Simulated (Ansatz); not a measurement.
# Cu16N: the cost of one run

All numbers below are computed with Ansatz 0.2.0 (DFT PBE, plane waves, PAW, scalar-relativistic, no spin polarisation).

## Step 1: The starting structure

The cell holds 17 atoms (Cu16N): a = 5.105 Å, b = 5.105 Å, c = 18.253 Å, α = 90.00°, β = 90.00°, γ = 60.00°.

Structure file:

```cif
data_structure
_symmetry_space_group_name_H-M 'P 1'
_symmetry_Int_Tables_number 1
_cell_length_a 5.1053
_cell_length_b 5.1053
_cell_length_c 18.2527
_cell_angle_alpha 90.000
_cell_angle_beta 90.000
_cell_angle_gamma 60.000
_cell_volume 412.00
loop_
_atom_site_label
_atom_site_type_symbol
_atom_site_fract_x
_atom_site_fract_y
_atom_site_fract_z
_atom_site_occupancy
Cu1 Cu 0.00000 0.00000 0.05479 1
Cu2 Cu 0.50000 0.00000 0.05479 1
Cu3 Cu 0.00000 0.50000 0.05479 1
Cu4 Cu 0.50000 0.50000 0.05479 1
Cu5 Cu 0.16667 0.16667 0.16897 1
Cu6 Cu 0.66667 0.16667 0.16897 1
Cu7 Cu 0.16667 0.66667 0.16897 1
Cu8 Cu 0.66667 0.66667 0.16897 1
Cu9 Cu 0.83333 0.33333 0.28316 1
Cu10 Cu 0.33333 0.33333 0.28316 1
Cu11 Cu 0.83333 0.83333 0.28316 1
Cu12 Cu 0.33333 0.83333 0.28316 1
Cu13 Cu 0.00000 0.00000 0.39735 1
Cu14 Cu 0.50000 0.00000 0.39735 1
Cu15 Cu 0.00000 0.50000 0.39735 1
Cu16 Cu 0.50000 0.50000 0.39735 1
N1 N 0.76263 0.48935 0.48884 1
```

## Step 2: Relaxing the start

File input.yaml:

```yaml
crystal:
  lattice:
    - [5.105311, 0.0, 0.0]
    - [2.552655, 4.421329, 0.0]
    - [0.0, 0.0, 18.252703]
  atoms:
    - { symbol: Cu, position: [0.0, 0.0, 0.0547864] }
    - { symbol: Cu, position: [0.5, 0.0, 0.0547864] }
    - { symbol: Cu, position: [0.0, 0.5, 0.0547864] }
    - { symbol: Cu, position: [0.5, 0.5, 0.0547864] }
    - { symbol: Cu, position: [0.1666667, 0.1666667, 0.1689741] }
    - { symbol: Cu, position: [0.6666667, 0.1666667, 0.1689741] }
    - { symbol: Cu, position: [0.1666667, 0.6666667, 0.1689741] }
    - { symbol: Cu, position: [0.6666667, 0.6666667, 0.1689741] }
    - { symbol: Cu, position: [-0.1666667, 0.3333333, 0.2831618] }
    - { symbol: Cu, position: [0.3333333, 0.3333333, 0.2831618] }
    - { symbol: Cu, position: [-0.1666667, 0.8333333, 0.2831618] }
    - { symbol: Cu, position: [0.3333333, 0.8333333, 0.2831618] }
    - { symbol: Cu, position: [0.0, 0.0, 0.3973495] }
    - { symbol: Cu, position: [0.5, 0.0, 0.3973495] }
    - { symbol: Cu, position: [0.0, 0.5, 0.3973495] }
    - { symbol: Cu, position: [0.5, 0.5, 0.3973495] }
    - { symbol: "N", position: [0.7626305, 0.4893528, 0.4888428] }
basis:
  ecutwfc: 420.0
kpoints:
  mp_grid: { grid: [3, 3, 1] }
hamiltonian:
  xc: pbe
scf:
  occupations: { method: fermi_dirac, width: 0.1 }
  lower_state_search: "off"
relax:
  f_tol: 0.08
  max_steps: 25
  adjacent_minimum: "off"
  constraints: [{ sites: [0, 1, 2, 3] }]
```

Started as:

```bash
> ansatz run input.yaml --threads 4 --pin off --max-ram 10240MiB --backend cpu --events-out ev --progress --plain --runs-dir out
```

**Question.** How long does this run take on 4 threads of Intel Xeon at 2.80GHz (Skylake/Cascade Lake), shared host, and how much memory does it need?

About 69 s, with a peak of 1.7 GiB.
